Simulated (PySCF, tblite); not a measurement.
**C₃H₈NSi radical: geometry, infrared bands and EPR parameters**

What infrared bands and EPR parameters should C₃H₈NSi radical (`C/C=N/[SiH]C`) show?

Computed with tblite 0.8.0 and PySCF 2.14.0, with density-fitted response routines of our own, on a single molecule in the gas phase. Atoms are numbered from 0 throughout.

## 1. The molecule as given

13 atoms, charge 0, multiplicity 2; geometry from: force field or distance geometry start.

Bonds of the start (Å): C0–C1 1.51, C1–N2 1.27, N2–Si3 1.74, Si3–C4 1.84, C0–H5 1.09, C0–H6 1.10, C0–H7 1.09, C1–H8 1.12, Si3–H9 1.50, C4–H10 1.09, C4–H11 1.10, C4–H12 1.10.

## 2. Relaxing the molecule with GFN2-xTB

Job settings and geometry (Å):

```
{"job": {"kind": "relax", "xc": "GFN2-xTB", "basis": "xTB"}, "charge": 0, "multiplicity": 2}
C      2.367900     0.680400     0.115500
C      1.084900    -0.102400     0.221800
N      0.322700    -0.240600    -0.786900
Si    -1.139000    -1.164200    -0.570100
C     -2.449600     0.028500    -0.063600
H      2.324400     1.505000     0.833100
H      2.484800     1.085200    -0.897000
H      3.209200     0.038100     0.366600
H      0.890600    -0.551800     1.227400
H     -0.894200    -2.136600     0.543300
H     -3.401300    -0.480800     0.117600
H     -2.625800     0.768900    -0.855000
H     -2.179100     0.570800     0.851000
```

Command:

```console
> OMP_NUM_THREADS=1 python probes_run.py task.json out
```

This one command runs all jobs of the session in turn.

The log of the run:

```text
step      E/eV     max force
  0    -410.08772    1.548
  1    -410.15216    0.517
  2    -410.17025    0.338
  3    -410.18154    0.350
  4    -410.19159    0.354
  5    -410.20785    0.468
  6    -410.22363    0.451
  7    -410.23975    0.355
  8    -410.25388    0.338
  9    -410.27244    0.442
 10    -410.29815    0.498
 11    -410.33057    0.550
 12    -410.36599    0.436
 13    -410.39973    0.439
 14    -410.43077    0.509
 15    -410.46594    0.516
 16    -410.50278    0.457
 17    -410.52896    0.562
 18    -410.47925    1.313
 19    -410.56070    0.471
 20    -410.57681    0.427
 21    -410.62984    0.330
 22    -410.63643    0.229
 23    -410.64855    0.217
 24    -410.65631    0.226
 25    -410.66529    0.212
 26    -410.67070    0.214
 27    -410.67668    0.184
 28    -410.68255    0.294
 29    -410.68714    0.221
 30    -410.69038    0.162
 31    -410.69297    0.129
 32    -410.69505    0.155
 33    -410.69725    0.174
 34    -410.69979    0.136
 35    -410.70222    0.123
 36    -410.70434    0.120
 37    -410.70639    0.132
 38    -410.70908    0.142
 39    -410.71290    0.147
 40    -410.71777    0.162
 41    -410.72305    0.222
 42    -410.72837    0.167
 43    -410.73201    0.283
 44    -410.73671    0.178
 45    -410.73976    0.132
 46    -410.74291    0.134
 47    -410.74448    0.125
 48    -410.74692    0.150
 49    -410.74896    0.140
 50    -410.75057    0.099
 51    -410.75185    0.107
 52    -410.75322    0.101
 53    -410.75440    0.108
 54    -410.75515    0.075
 55    -410.75557    0.078
 56    -410.75594    0.059
 57    -410.75644    0.061
 58    -410.75695    0.065
 59    -410.75741    0.071
 60    -410.75786    0.059
 61    -410.75824    0.045
 62    -410.75853    0.041
 63    -410.75877    0.043
 64    -410.75903    0.047
 65    -410.75928    0.042
 66    -410.75956    0.038
 67    -410.75986    0.036
 68    -410.76014    0.036
 69    -410.76034    0.031
 70    -410.76046    0.035
 71    -410.76059    0.036
 72    -410.76084    0.048
 73    -410.76131    0.072
 74    -410.76208    0.086
 75    -410.76307    0.091
 76    -410.76426    0.105
 77    -410.76559    0.118
 78    -410.76729    0.122
 79    -410.77004    0.148
 80    -410.74945    0.717
 81    -410.77339    0.131
 82    -410.77520    0.103
 83    -410.77357    0.351
 84    -410.77851    0.088
 85    -410.77965    0.086
 86    -410.78069    0.230
 87    -410.78280    0.076
 88    -410.78397    0.067
 89    -410.78605    0.089
 90    -410.78658    0.061
 91    -410.78738    0.056
 92    -410.78851    0.047
 93    -410.78868    0.038
 94    -410.78883    0.025
 95    -410.78896    0.035
 96    -410.78911    0.036
 97    -410.78930    0.041
 98    -410.78963    0.054
 99    -410.79009    0.043
100    -410.79073    0.053
101    -410.79111    0.067
102    -410.79157    0.075
103    -410.79194    0.064
104    -410.79235    0.047
105    -410.79270    0.034
106    -410.79292    0.028
107    -410.79307    0.027
108    -410.79318    0.022
109    -410.79332    0.033
110    -410.79350    0.032
111    -410.79365    0.030
112    -410.79375    0.038
113    -410.79387    0.028
114    -410.79406    0.050
115    -410.79435    0.060
116    -410.79472    0.061
117    -410.79500    0.048
118    -410.79521    0.039
119    -410.79536    0.025
120    -410.79549    0.019
121    -410.79558    0.023
122    -410.79575    0.028
123    -410.79586    0.021
124    -410.79592    0.016
125    -410.79594    0.018
126    -410.79596    0.009
```

Run time: 0.5 s. Hardware: 1 thread of Arm Neoverse V2, shared host.

Step by step: (not every step is listed)

```tsv
step	energy from step 0 (eV)	largest force (eV/Å)
0	0.0000	1.5476
1	-0.0644	0.5165
2	-0.0825	0.3381
3	-0.0938	0.3499
4	-0.1039	0.3541
5	-0.1201	0.4683
6	-0.1359	0.4506
7	-0.1520	0.3550
8	-0.1662	0.3381
19	-0.4730	0.4706
30	-0.6027	0.1617
41	-0.6353	0.2224
52	-0.6655	0.1012
63	-0.6711	0.0433
74	-0.6744	0.0862
85	-0.6919	0.0861
96	-0.7014	0.0362
107	-0.7054	0.0269
118	-0.7075	0.0385
121	-0.7079	0.0231
122	-0.7080	0.0283
123	-0.7081	0.0208
124	-0.7082	0.0160
125	-0.7082	0.0179
126	-0.7082	0.0095
```

Close pairs (by a distance rule), those that changed most:

```tsv
bond	before (Å)	after (Å)	change (Å)
N2–Si3	1.743	1.644	-0.099
Si3–C4	1.843	1.885	+0.042
Si3–H9	1.498	1.460	-0.038
C1–H8	1.118	1.087	-0.031
C1–N2	1.272	1.303	+0.031
C0–C1	1.507	1.489	-0.018
C4–H11	1.098	1.085	-0.013
C0–H6	1.097	1.086	-0.011
```

The final coordinates are the input of the step that follows.

## 3. Harmonic vibrations with GFN2-xTB

Job settings and geometry (Å):

```
{"job": {"kind": "ir", "xc": "GFN2-xTB", "basis": "xTB"}, "charge": 0, "multiplicity": 2}
C      2.485105     0.771044     0.045226
C      1.503305    -0.275779     0.440852
N      0.238490    -0.116660     0.173187
Si    -1.191897    -0.903778     0.365107
C     -2.672424     0.042016    -0.318151
H      3.049296     1.116458     0.913471
H      1.966286     1.613660    -0.402515
H      3.205096     0.373757    -0.673754
H      1.894408    -1.154490     0.948078
H     -1.537947    -2.176238     0.991685
H     -3.366219    -0.630653    -0.815195
H     -2.357014     0.792187    -1.035437
H     -3.220874     0.548963     0.471127
```

The log of the run:

```text
mode    cm-1     km/mol
  1      41.9      0.05
  2      91.8      0.20
  3     114.4      0.18
  4     121.9      1.74
  5     205.9      9.27
  6     250.3     24.22
  7     353.1      2.34
  8     413.7      0.29
  9     636.2     13.73
 10     651.5     75.99
 11     763.0     79.55
 12     825.2     19.42
 13     829.6     25.39
 14     894.9    149.21
 15     999.3      4.44
 16    1085.4     22.61
 17    1122.8      5.56
 18    1310.3     37.53
 19    1375.2      5.28
 20    1386.9      3.06
 21    1462.7      7.73
 22    1465.8      5.15
 23    1485.5      1.64
 24    1496.0      0.48
 25    1511.0     23.33
 26    2277.9    278.26
 27    2945.3     95.84
 28    2951.4     37.15
 29    2977.0     72.05
 30    3025.0     27.35
 31    3034.1     21.21
 32    3056.2     12.98
 33    3056.7     28.68
```

Wall time 0.23 s (1 thread of Arm Neoverse V2, shared host).

The strongest bands and the atoms that carry them (share of the mass-weighted mode):

```tsv
cm⁻¹	km/mol	atoms
652	76.0	H9 83 %
763	79.5	C4 40 %, Si3 25 %, N2 10 %
895	149.2	Si3 20 %, C0 14 %, H5 10 %
1310	37.5	H8 69 %, N2 12 %
2278	278.3	H9 97 %
2945	95.8	H8 93 %
2951	37.1	H7 67 %, H5 25 %
2977	72.0	H5 68 %, H7 27 %
```

## 4. EPR parameters: B3LYP/pcH-1

Same as in step 3 but for these lines:

```diff
@@ -1,2 +1,2 @@
-{"job": {"kind": "ir", "xc": "GFN2-xTB", "basis": "xTB"}, "charge": 0, "multiplicity": 2}
+{"job": {"kind": "epr", "basis": "pcH-1"}, "charge": 0, "multiplicity": 2}
 C      2.485105     0.771044     0.045226
```

With the program's defaults for keys left out, this is: UKS B3LYP, pcH-1 on C H N Si, non-relativistic, mean-field spin-orbit, GIAO.

The log of the run:

```text
UKS, coarse grid
  cycle   1  E = -463.25893872  |g| = 4.45e-01
  cycle   2  E = -463.03375202  |g| = 7.99e-01
  cycle   3  E = -463.35133447  |g| = 1.25e-01
  cycle   4  E = -463.35829996  |g| = 4.49e-02
  cycle   5  E = -463.35935354  |g| = 1.02e-02
  cycle   6  E = -463.35942595  |g| = 6.66e-03
  cycle   7  E = -463.35945575  |g| = 2.65e-03
  cycle   8  E = -463.35946330  |g| = 1.01e-03
  cycle   9  E = -463.35946381  |g| = 2.37e-04
UKS, final grid
  cycle   1  E = -463.35944928  |g| = 2.72e-04
  cycle   2  E = -463.35944924  |g| = 4.19e-04
  cycle   3  E = -463.35944932  |g| = 8.02e-05
  cycle   4  E = -463.35944932  |g| = 2.14e-05
E = -463.35944932 Eh   <S^2> = 0.7672 (exact 0.7500)
g shifts (ppm)      1          2          3
  rmc          -124       -124       -124
  gc             -6         17         27
  oz_so         -57        131       2287
  total        -188         24       2190
hyperfine (MHz)  atom isotope    a_iso     a_fc   dipolar eigenvalues
    0   13C     -16.54     -16.54     -1.05      0.45      0.60
    1   13C      45.57      45.66    -39.88    -37.87     77.76
    2   14N      -9.66      -9.65    -10.15      3.66      6.49
    3  29Si    -131.53    -132.55   -154.26     76.04     78.22
    4   13C     -13.97     -14.00     -2.42     -0.45      2.87
    5    1H      46.60      46.59     -2.46     -2.01      4.47
    6    1H       1.71       1.72     -2.07     -1.76      3.83
    7    1H      53.93      53.93     -2.51     -1.90      4.42
    8    1H     -30.54     -30.54    -15.75     -1.43     17.18
    9    1H     -39.56     -39.58     -9.92      3.74      6.18
   10    1H      23.43      23.42     -1.97     -1.91      3.89
   11    1H       7.04       7.04     -2.06     -1.32      3.38
   12    1H      55.35      55.35     -2.69     -1.23      3.93
```

Wall time 30 s (1 thread of Arm Neoverse V2, shared host); peak memory 0.71 GiB.

Principal g values 2.00213, 2.00234, 2.00451; g(iso) = 2.00299, against 2.00232 for a free electron.

Mean a(iso) over the nuclei that a row names, and the largest dipolar term of the row (other rows stand at the frozen geometry):

```tsv
nuclei	isotope	a(iso) (MHz)	a(iso) (G, at g = 2.0023)	largest dipolar term (MHz)
Si3	29Si	-131.5	-46.9	-154.3
C1	13C	45.6	16.3	77.8
H9	1H	-39.6	-14.1	-9.9
H5, H6, H7	1H	34.1	12.2	4.5
H8	1H	-30.5	-10.9	17.2
H10, H11, H12	1H	28.6	10.2	3.9
C0	13C	-16.5	-5.9	-1.1
C4	13C	-14.0	-5.0	2.9
N2	14N	-9.7	-3.4	-10.1
```

Mulliken spin populations:

C0 -0.04; C1 0.45; N2 -0.17; Si3 0.80; C4 -0.05; H5 0.02; H6 0.00; H7 0.02; H8 -0.02; H9 -0.04; H10 0.01; H11 0.00; H12 0.01

In first order the couplings over 0.8 MHz of 1H, 14N give 156 distinct lines over 99.0 G, if the averaged nuclei exchange fast.

Orbitals, density, ELF and potential are computed afterwards from the orbital file.

ELF in a plane through or near 8 of the atoms.

Ten even steps from '0' (0.00) to '9' (1.00):
```
0000000000000000000000000000
0000000000000000000000000000
0000000000000000133100000000
0000000000000002799730000000
0000000048830006999982000000
0000000399980006999981000000
0000000299981023799830000000
0000000069972361214300000000
0000000026326781771411100000
0000035479147374018855520000
0000047348647585179327630000
0000035337305982046216410000
0000012699801750069964200000
0000002899920110089972100000
0000001699930000079951000000
0000000156400000025410000000
0000000000000000000000000000
0000000000000000000000000000
0000000000000000000000000000
0000000000000000000000000000
```
The map spans 12.1 Å across and 9.5 Å up, centred on the molecule. Atoms in the plane (x, y in Å): C0 (-2.6, -0.4), C1 (-1.5, 0.6), N2 (-0.2, 0.2), Si3 (1.3, 0.8), C4 (2.7, -0.5), H6 (-2.2, -1.4), H8 (-1.7, 1.6), H9 (1.8, 2.2).

On the surface of density 0.002 e/bohr³ the electrostatic potential runs, from the 1st to the 99th percentile, from -1.32 V near N2 to 0.70 V near H8.

The spin density lies nearest to Si3 40 %; C1 26 %; N2 12 % (beta excess); H9 8 %.

## 5. Summary of results

| quantity | value |
| --- | --- |
| strongest single infrared mode (GFN2-xTB) | 2278 cm⁻¹, 278 km/mol |
| zero-point energy (GFN2-xTB) | 63.2 kcal/mol |
| g(iso) (B3LYP) | 2.00299 |
| ⟨S²⟩ | 0.767 (exact 0.75) |
| largest a(iso) (averaged by class) | 29Si on Si3, -131.5 MHz |
| surface potential, 1st and 99th percentile | -1.32 V and 0.70 V |

What this shows: Over 126 steps the energy fell by 0.708 eV; of the close pairs, N2–Si3 changed most, 1.743 to 1.644 Å. No mode is imaginary among the 33: a minimum at this level. The strongest single mode, at 2278 cm⁻¹, moves mainly H9. GFN2-xTB is a fitted tight-binding method: band positions and strengths are rough. Its intensities can rank the bands wrongly. Si3 carries the largest spin population, 0.80 e. The isotropic g lies 0.7 ppt above the free-electron value.
